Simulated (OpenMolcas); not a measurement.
# Mn⁴⁺ among point charges: CASSCF and CASPT2 levels and susceptibility

Aim: the splitting of the states of Mn⁴⁺ in the field of 8 point charges, its lowest levels with spin-orbit coupling and its magnetic susceptibility.

Method: state-averaged CASSCF and CASPT2, spin-orbit coupling by RASSI with atomic mean-field integrals. Code: OpenMolcas 26.06.

**1. What is computed**

- Species: Mn⁴⁺ (manganese, Z = 25, 21 electrons)
- Basis: ANO-RCC-VTZP [6s5p3d2f1g], 59 functions
- Scalar Hamiltonian: DKH2, point nucleus
- Inactive shells: 1s 2s 2p 3s 3p
- Active space: 3 electrons in 5 orbitals (3d)
- Some configurations of this space: 3d3
- Orbitals: optimised for each spin and parity, averaged over all roots

The outer shells:

3d3
```
3d [↑ ][↑ ][↑ ][  ][  ]
```

The ion sits among 8 point charges of -1.6 e arranged as a cube (Oh), 1.86 Å from the ion.

Each step is its own input file, run in one work folder so that later steps find the files of earlier ones. Labels, J, g values, rates, χT and fits are worked out afterwards by a script from the matrices that RASSI stores. The input lists half of the charges; inversion (Group=XYZ) makes the rest.

**2. GATEWAY and SEWARD: basis and integrals**

Input file a.inp:

```
&GATEWAY
Coord
1

Mn 0.0 0.0 0.0
Basis=ANO-RCC-VTZP
Group=XYZ
NoMove
AngMom=0.0 0.0 0.0
AMFI
XField
4 Angstrom 0
1.073872 1.073872 1.073872 -1.600000
1.073872 1.073872 -1.073872 -1.600000
1.073872 -1.073872 1.073872 -1.600000
1.073872 -1.073872 -1.073872 -1.600000
&SEWARD
```

The run is started by

```sh
> OMP_NUM_THREADS=1 MOLCAS_MEM=1689 MOLCAS_PROJECT=a pymolcas a.inp > a.log
```

**3. Reference wave functions, quartets of even parity, 10 roots**

Input file a.inp:

```
&RASSCF
FileOrb=start.orb
Symmetry=1
Spin=4
nActEl=3 0 0
Inactive=3 6
Ras2=5 0
CIRoot=10 10 1
SDav=10
CIMx=300
Iter=120 100
PrWF=0.3
OrbListing=Nothing
MaxOrb=0
>>> COPY $Project.JobIph JOB001
```

start.orb holds the contracted functions of the basis, ordered by shell, or the orbitals of the step before.

**4. CASSCF: doublets of even parity, 40 roots**

Input file a.inp:

```
&RASSCF
FileOrb=start.orb
Symmetry=1
Spin=2
nActEl=3 0 0
Inactive=3 6
Ras2=5 0
CIRoot=40 40 1
SDav=40
CIMx=300
Iter=120 100
PrWF=0.3
OrbListing=Nothing
MaxOrb=0
>>> COPY $Project.JobIph JOB002
```

**5. RASSI: spin-orbit coupling between the states**

Input file a.inp:

```
&RASSI
NrOfJobIphs=2 10 40
1 2 3 4 5 6 7 8 9 10
1 2 3 4 5 6 7 8 9 10 11 12 13 14 15 16 17 18 19 20 21 22 23 24 25 26 27
28 29 30 31 32 33 34 35 36 37 38 39 40
IphNames
JOB001
JOB002
EJob
SpinOrbit
DIPRint=1.0
SOCoupling=1000.0
Subsets=2
Property=9
'ANGMOM' 1 'ANGMOM' 2 'ANGMOM' 3 'MLTPL  1' 1 'MLTPL  1' 2 'MLTPL  1' 3
'AMFI' 1 'AMFI' 2 'AMFI' 3
SOProperty=3
'ANGMOM' 1 'ANGMOM' 2 'ANGMOM' 3
```

**6. CASPT2: IPEA 0.25, imaginary shift 0.1 (closed shells correlated: 3s 3p)**

Input file a.inp:

```
>>> COPY JOB001 $Project.JobIph
&CASPT2
Multistate=10 1 2 3 4 5 6 7 8 9 10
NoMult
Frozen=2 3
IPEA=0.25
Imaginary=0.1
MaxIter=60
WThr=0.0 0.3 0.05
PrWF=0.5
NoMix
>>> COPY JOB002 $Project.JobIph
&CASPT2
Multistate=40 1 2 3 4 5 6 7 8 9 10 11 12 13 14 15 16 17 18 19 20 21 22
23 24 25 26 27 28 29 30 31 32 33 34 35 36 37 38 39 40
NoMult
Frozen=2 3
IPEA=0.25
Imaginary=0.1
MaxIter=60
WThr=0.0 0.3 0.05
PrWF=0.5
NoMix
```

(Steps that only read results are left out.)

Before running it: what results should come out? Wanted: spin-free ground state; first state of the same spin within the active space; lowest level; next level.

**Answer**, as computed:

| quantity | value |
| --- | --- |
| method | SS-CASPT2, IPEA 0.25, imaginary shift 0.1 (closed shells correlated: 3s 3p) |
| spin-free ground state | 4T1, 3-fold in its orbital part |
| first state of the same spin within the active space | 4T2 at 2150 cm⁻¹ |
| lowest level | 4-fold Γ8 |
| next level | 117.4 cm⁻¹ |
| χT at 300 K | 0.88 cm³ K/mol |
| effective moment at 300 K | 2.66 μB |

Cost by method:

| method | time of its own steps | time with the reference |
| --- | --- | --- |
| A. CASSCF | 11 s | 11 s |
| B. SS-CASPT2, IPEA 0.25, imaginary shift 0.1, +3s 3p | 5.8 s | 17 s |

Times are of one thread on a shared host.

**Reading.** The spin-free ground state (4T1) comes to 100 % from free-ion F terms and keeps the highest spin of the shell. χT at 300 K is 0.88, against 1.88 cm³ K/mol for the spin alone, so spin-orbit coupling lowers it. A ligand-field fit to the states below 45000 cm-1 gives 10Dq = -2593 cm-1, B = 1121 cm-1 and C = 4427 cm-1 (C/B = 3.95), with a deviation of 428 cm-1. CASPT2 does not keep the components of a term degenerate, and the means are used. The field of point charges can differ much from that of real complexes. Point charges carry no covalency, so the field is a model and not that of real ligands.
